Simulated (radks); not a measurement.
# Exchange and kinetic functionals tested on atomic densities: O⁺, H, He, Be⁺, Sr, Ga²⁺

The task here is to estimate one member of a computed series from the others.

The numbers are computed with radks (a radial shooting solver on a logarithmic mesh, Libxc functionals) version 1 (non-relativistic Kohn-Sham, PBE, spin-polarised, spherical densities, point nucleus; open shells are filled with parallel spins first), except any that are marked as measured or tabulated.

### The atom as given

| Quantity | Value |
| --- | --- |
| species | O⁺ ([He] 2s2 2p3), H (1s1), He ([He]), Be⁺ ([He] 2s1), Sr ([Kr] 5s2), Ga²⁺ ([Ar] 3d10 4s1) |

The first run:

The run's settings:

```text
Z 8
configuration [He] 2s2 2p3
relativity non-relativistic
functional pbe,pbe
spin polarised
nucleus point
```

Among the steps run: O⁺, [He] 2s2 2p3.

One of the session's tables, all rows but one given; the rest of the session is left out.

It belongs to the step «O⁺, [He] 2s2 2p3». Radial moments (bohr):

| level | <r> | outermost maximum (interpolated) | 90 % within |
| --- | --- | --- | --- |
| 1s up | 0.2000 | 0.129 | 0.358 |
| 1s down | 0.1993 | 0.129 | 0.357 |
| 2s up | 1.074 | 0.850 | 1.70 |
| 2s down | 1.113 | 0.865 | 1.78 |
| 2p up | ? | ? | ? |
| 2p down | 1.168 | 0.802 | 2.01 |

**Question.** Estimate the row for 2p up.

**Answer.** <r>: 1.085; outermost maximum (interpolated): 0.774; 90 % within: 1.84. In the column «<r>» it lies between 2s up (1.074) and 2s down (1.113).
